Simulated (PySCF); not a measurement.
**A gas-phase reaction: Cl2GaHS + H2O → Cl2GaHO + H2S**

Aim: the reaction energy of `[SH][Ga]([Cl])[Cl]` + `O` → `[OH][Ga]([Cl])[Cl]` + `S`.

Computed with PySCF 2.14.0; each step states its level. No surroundings beyond the atoms listed, unless a continuum is named. Atoms count from 0, parts from 1.

## 1. The system as given

Each species was relaxed by itself at PBE0-D3(BJ)/def2-SVPD.

## 2. Energies of the species: wB97M-D3(BJ)/def2-TZVPD

What the job is given:

```
{"job": {"kind": "react", "xc": "wB97M-D3(BJ)", "basis": "def2-TZVPD"}, "charge": 0, "multiplicity": 1}
-1 Cl2GaHS charge 0 multiplicity 1
S      0.314850    -0.924220     1.460200
Ga     0.198370     0.079040    -0.473880
Cl     1.680140    -0.287150    -1.968100
Cl    -1.387150     1.446150    -0.928730
H     -0.806370    -0.313740     1.910430

-1 H2O charge 0 multiplicity 1
O     -0.003100     0.389180     0.012560
H     -0.761310    -0.200650    -0.006760
H      0.764440    -0.188500    -0.005820

+1 Cl2GaHO charge 0 multiplicity 1
O     -0.999600     0.543120     0.843140
Ga     0.181710    -0.001410    -0.358490
Cl     1.598160    -1.534070     0.105130
Cl     0.162920     0.902060    -2.280860
H     -0.943170     0.090340     1.691000

+1 H2S charge 0 multiplicity 1
S     -0.009910     0.615340     0.011830
H     -0.979920    -0.323270    -0.010600
H      0.969830    -0.313190    -0.007840
```

Method: wB97M-D3(BJ)/def2-TZVPD reaction energy of separated species, gas phase.

On the command line:

```bash
> OMP_NUM_THREADS=1 python cluster_run.py task.json out
```

This one command runs all jobs of the session in turn.

The log of the run:

```text
species 1 (Cl2GaHS)
coarse grid: 28840 points
cycle   1  E = -3244.3118772700  dE = -2.084e-01  |g| = 8.067e-01  |ddm| = 1.894e+00
cycle   2  E = -3244.3152701383  dE = -3.393e-03  |g| = 9.652e-01  |ddm| = 1.063e+00
cycle   3  E = -3244.4153951378  dE = -1.001e-01  |g| = 4.741e-02  |ddm| = 5.142e-01
cycle   4  E = -3244.4161054604  dE = -7.103e-04  |g| = 1.982e-02  |ddm| = 7.099e-02
cycle   5  E = -3244.4162265998  dE = -1.211e-04  |g| = 4.766e-03  |ddm| = 2.043e-02
cycle   6  E = -3244.4162413022  dE = -1.470e-05  |g| = 1.122e-03  |ddm| = 1.091e-02
cycle   7  E = -3244.4162421934  dE = -8.913e-07  |g| = 4.022e-04  |ddm| = 2.140e-03
final grid: 53904 points
cycle   8  E = -3244.4162820101  dE = -1.614e-07  |g| = 3.021e-04  |ddm| = 1.709e-03
cycle   9  E = -3244.4162820340  dE = -2.387e-08  |g| = 2.936e-04  |ddm| = 4.634e-04
cycle  10  E = -3244.4162820480  dE = -1.407e-08  |g| = 6.247e-05  |ddm| = 1.963e-04
cycle  11  E = -3244.4162820504  dE = -2.343e-09  |g| = 2.931e-05  |ddm| = 1.033e-04
cycle  12  E = -3244.4162820513  dE = -9.459e-10  |g| = 4.981e-06  |ddm| = 9.508e-05
converged SCF energy = -3244.4162820513

species 2 (H2O)
coarse grid: 10128 points
cycle   1  E = -76.4117503291  dE = -7.453e-02  |g| = 5.872e-01  |ddm| = 8.994e-01
cycle   2  E = -76.4087434711  dE =  3.007e-03  |g| = 6.461e-01  |ddm| = 5.038e-01
cycle   3  E = -76.4759338124  dE = -6.719e-02  |g| = 2.731e-02  |ddm| = 2.374e-01
cycle   4  E = -76.4760590147  dE = -1.252e-04  |g| = 5.497e-03  |ddm| = 1.609e-02
cycle   5  E = -76.4760676914  dE = -8.677e-06  |g| = 8.214e-04  |ddm| = 5.831e-03
final grid: 21952 points
cycle   6  E = -76.4760630341  dE = -1.976e-07  |g| = 5.844e-04  |ddm| = 1.372e-03
cycle   7  E = -76.4760630409  dE = -6.847e-09  |g| = 6.466e-04  |ddm| = 6.469e-04
cycle   8  E = -76.4760631045  dE = -6.364e-08  |g| = 3.199e-05  |ddm| = 2.236e-04
cycle   9  E = -76.4760631054  dE = -8.234e-10  |g| = 4.134e-06  |ddm| = 1.105e-04
converged SCF energy = -76.4760631054

species 3 (Cl2GaHO)
coarse grid: 27704 points
cycle   1  E = -2921.2680085269  dE = -1.902e-01  |g| = 1.014e+00  |ddm| = 1.916e+00
cycle   2  E = -2921.2007271049  dE =  6.728e-02  |g| = 1.313e+00  |ddm| = 1.466e+00
cycle   3  E = -2921.4285032883  dE = -2.278e-01  |g| = 8.015e-02  |ddm| = 7.931e-01
cycle   4  E = -2921.4297119112  dE = -1.209e-03  |g| = 4.946e-02  |ddm| = 9.384e-02
cycle   5  E = -2921.4300961925  dE = -3.843e-04  |g| = 9.043e-03  |ddm| = 2.918e-02
cycle   6  E = -2921.4301174553  dE = -2.126e-05  |g| = 3.731e-03  |ddm| = 1.096e-02
cycle   7  E = -2921.4301209409  dE = -3.486e-06  |g| = 5.215e-04  |ddm| = 4.345e-03
final grid: 53368 points
cycle   8  E = -2921.4300432419  dE = -2.541e-07  |g| = 2.445e-04  |ddm| = 1.860e-03
cycle   9  E = -2921.4300432703  dE = -2.835e-08  |g| = 1.736e-04  |ddm| = 5.168e-04
cycle  10  E = -2921.4300432775  dE = -7.286e-09  |g| = 7.344e-05  |ddm| = 1.242e-04
cycle  11  E = -2921.4300432797  dE = -2.105e-09  |g| = 3.134e-05  |ddm| = 1.144e-04
cycle  12  E = -2921.4300432800  dE = -3.947e-10  |g| = 4.384e-06  |ddm| = 4.942e-05
converged SCF energy = -2921.4300432800

species 4 (H2S)
coarse grid: 11264 points
cycle   1  E = -399.4336013850  dE = -1.424e-01  |g| = 1.945e-01  |ddm| = 1.016e+00
cycle   2  E = -399.4459453868  dE = -1.234e-02  |g| = 1.106e-01  |ddm| = 2.399e-01
cycle   3  E = -399.4491446938  dE = -3.199e-03  |g| = 1.578e-02  |ddm| = 9.278e-02
cycle   4  E = -399.4492190341  dE = -7.434e-05  |g| = 4.851e-03  |ddm| = 1.790e-02
cycle   5  E = -399.4492312710  dE = -1.224e-05  |g| = 9.336e-04  |ddm| = 7.536e-03
cycle   6  E = -399.4492320022  dE = -7.312e-07  |g| = 1.776e-04  |ddm| = 2.124e-03
final grid: 22496 points
cycle   7  E = -399.4492197685  dE = -2.332e-08  |g| = 1.134e-04  |ddm| = 6.090e-04
cycle   8  E = -399.4492197715  dE = -2.983e-09  |g| = 6.804e-05  |ddm| = 1.499e-04
cycle   9  E = -399.4492197723  dE = -7.661e-10  |g| = 8.758e-06  |ddm| = 5.993e-05
converged SCF energy = -399.4492197723

Reaction energy = 8.607 kcal/mol
```

Run time: 34 s. Hardware: 1 thread of Arm Neoverse V1, shared host; peak memory 0.73 GiB.

Species by species (with the dispersion term, which the log's SCF energies lack):

```csv
ν,species,energy (Eh),HOMO (eV)
-1,[SH][Ga]([Cl])[Cl],-3244.42154,-10.65
-1,O,-76.47682,-11.72
+1,[OH][Ga]([Cl])[Cl],-2921.43408,-11.79
+1,S,-399.45056,-9.89
```

## 3. Energies of the species: PBE0-D3(BJ)/def2-TZVPD

The job, as its differences from that of step 2:

```diff
@@ -1,2 +1,2 @@
-{"job": {"kind": "react", "xc": "wB97M-D3(BJ)", "basis": "def2-TZVPD"}, "charge": 0, "multiplicity": 1}
+{"job": {"kind": "react", "xc": "PBE0", "basis": "def2-TZVPD", "disp": "d3bj"}, "charge": 0, "multiplicity": 1}
 -1 Cl2GaHS charge 0 multiplicity 1
```

Method: PBE0-D3(BJ)/def2-TZVPD reaction energy of separated species, gas phase.

The log of the run:

```text
species 1 (Cl2GaHS)
coarse grid: 28840 points
cycle   1  E = -3243.4535847472  dE = -1.725e-01  |g| = 8.631e-01  |ddm| = 1.963e+00
cycle   2  E = -3243.3365326978  dE =  1.171e-01  |g| = 1.297e+00  |ddm| = 1.362e+00
cycle   3  E = -3243.5514320677  dE = -2.149e-01  |g| = 6.091e-02  |ddm| = 8.468e-01
cycle   4  E = -3243.5520632262  dE = -6.312e-04  |g| = 3.310e-02  |ddm| = 6.689e-02
cycle   5  E = -3243.5523925037  dE = -3.293e-04  |g| = 3.438e-03  |ddm| = 3.118e-02
cycle   6  E = -3243.5523956926  dE = -3.189e-06  |g| = 1.562e-03  |ddm| = 4.662e-03
final grid: 53904 points
cycle   7  E = -3243.5524400718  dE = -9.586e-08  |g| = 1.450e-03  |ddm| = 3.013e-03
cycle   8  E = -3243.5524399954  dE =  7.636e-08  |g| = 1.463e-03  |ddm| = 2.850e-03
cycle   9  E = -3243.5524404966  dE = -5.012e-07  |g| = 2.968e-04  |ddm| = 1.583e-03
cycle  10  E = -3243.5524405122  dE = -1.560e-08  |g| = 2.923e-05  |ddm| = 1.932e-04
cycle  11  E = -3243.5524405123  dE = -1.246e-10  |g| = 2.317e-06  |ddm| = 2.026e-05
converged SCF energy = -3243.5524405123

species 2 (H2O)
coarse grid: 2328 points
cycle   1  E = -76.3044324405  dE = -5.297e-03  |g| = 6.571e-01  |ddm| = 9.011e-01
cycle   2  E = -76.1882123801  dE =  1.162e-01  |g| = 1.036e+00  |ddm| = 7.256e-01
cycle   3  E = -76.3820334124  dE = -1.938e-01  |g| = 3.132e-02  |ddm| = 4.396e-01
cycle   4  E = -76.3822157153  dE = -1.823e-04  |g| = 5.864e-03  |ddm| = 1.606e-02
cycle   5  E = -76.3822208543  dE = -5.139e-06  |g| = 7.850e-04  |ddm| = 2.507e-03
final grid: 21952 points
cycle   6  E = -76.3808944762  dE = -1.509e-05  |g| = 3.442e-03  |ddm| = 9.305e-03
cycle   7  E = -76.3808925185  dE =  1.958e-06  |g| = 4.743e-03  |ddm| = 3.314e-03
cycle   8  E = -76.3808962202  dE = -3.702e-06  |g| = 2.520e-04  |ddm| = 1.961e-03
cycle   9  E = -76.3808962309  dE = -1.063e-08  |g| = 2.399e-05  |ddm| = 1.101e-04
cycle  10  E = -76.3808962310  dE = -1.121e-10  |g| = 3.289e-06  |ddm| = 1.514e-05
converged SCF energy = -76.3808962310

species 3 (Cl2GaHO)
coarse grid: 27704 points
cycle   1  E = -2920.4713994769  dE = -1.094e-01  |g| = 1.120e+00  |ddm| = 1.999e+00
cycle   2  E = -2919.9314939775  dE =  5.399e-01  |g| = 2.081e+00  |ddm| = 2.135e+00
cycle   3  E = -2920.6384577271  dE = -7.070e-01  |g| = 2.924e-01  |ddm| = 1.587e+00
cycle   4  E = -2920.6539521420  dE = -1.549e-02  |g| = 9.368e-02  |ddm| = 2.574e-01
cycle   5  E = -2920.6550522271  dE = -1.100e-03  |g| = 1.788e-02  |ddm| = 5.256e-02
cycle   6  E = -2920.6551225111  dE = -7.028e-05  |g| = 5.655e-03  |ddm| = 1.722e-02
cycle   7  E = -2920.6551284607  dE = -5.950e-06  |g| = 7.660e-04  |ddm| = 3.538e-03
final grid: 53368 points
cycle   8  E = -2920.6550982475  dE =  1.889e-08  |g| = 1.045e-03  |ddm| = 2.293e-03
cycle   9  E = -2920.6550978664  dE =  3.812e-07  |g| = 1.783e-03  |ddm| = 1.856e-03
cycle  10  E = -2920.6550984522  dE = -5.858e-07  |g| = 1.843e-04  |ddm| = 1.196e-03
cycle  11  E = -2920.6550984581  dE = -5.880e-09  |g| = 1.844e-05  |ddm| = 1.328e-04
cycle  12  E = -2920.6550984581  dE = -5.775e-11  |g| = 2.820e-06  |ddm| = 1.486e-05
converged SCF energy = -2920.6550984581

species 4 (H2S)
coarse grid: 2864 points
cycle   1  E = -399.2518634033  dE = -9.250e-02  |g| = 1.630e-01  |ddm| = 1.023e+00
cycle   2  E = -399.2538576839  dE = -1.994e-03  |g| = 1.600e-01  |ddm| = 2.978e-01
cycle   3  E = -399.2614718844  dE = -7.614e-03  |g| = 1.497e-02  |ddm| = 1.477e-01
cycle   4  E = -399.2614864964  dE = -1.461e-05  |g| = 1.103e-03  |ddm| = 5.881e-03
cycle   5  E = -399.2614868768  dE = -3.804e-07  |g| = 6.136e-04  |ddm| = 1.717e-03
final grid: 22496 points
cycle   6  E = -399.2625176560  dE = -7.083e-06  |g| = 4.895e-03  |ddm| = 1.692e-02
cycle   7  E = -399.2625182883  dE = -6.323e-07  |g| = 3.960e-03  |ddm| = 6.696e-03
cycle   8  E = -399.2625212193  dE = -2.931e-06  |g| = 2.911e-04  |ddm| = 3.503e-03
cycle   9  E = -399.2625212471  dE = -2.778e-08  |g| = 3.583e-05  |ddm| = 2.358e-04
cycle  10  E = -399.2625212474  dE = -3.611e-10  |g| = 6.381e-06  |ddm| = 2.919e-05
converged SCF energy = -399.2625212474

Reaction energy = 10.560 kcal/mol
```

It took 18 s on 1 thread of Arm Neoverse V1, shared host; peak memory 0.63 GiB.

Reaction energy at this level: 10.56 kcal/mol.

## 4. Comparing the runs

Energies in kcal/mol, with wall time:

```csv
run,reaction,time
wB97M-D3(BJ)/def2-TZVPD,8.61,34 s
PBE0-D3(BJ)/def2-TZVPD,10.56,18 s
```

## 5. What came out

```
                                                quantity                   value
               reaction energy (wB97M-D3(BJ)/def2-TZVPD)           8.61 kcal/mol
                     ΔH, ΔG at 298 K (xTB thermal terms)     +6.7, +6.4 kcal/mol
range of the reaction energy over the runs of this table  8.61 to 10.56 kcal/mol
```

In words: The reaction is endothermic by 6.7 kcal/mol in the gas phase; dispersion gives +0.40, and xTB itself gave 0.07 for the electronic energy (xTB energies and thermal terms come from the earlier relaxation of each species, not shown). No barrier was sought. The reaction energy runs from 8.61 (wB97M-D3(BJ)/def2-TZVPD) to 10.56 kcal/mol (PBE0-D3(BJ)/def2-TZVPD).
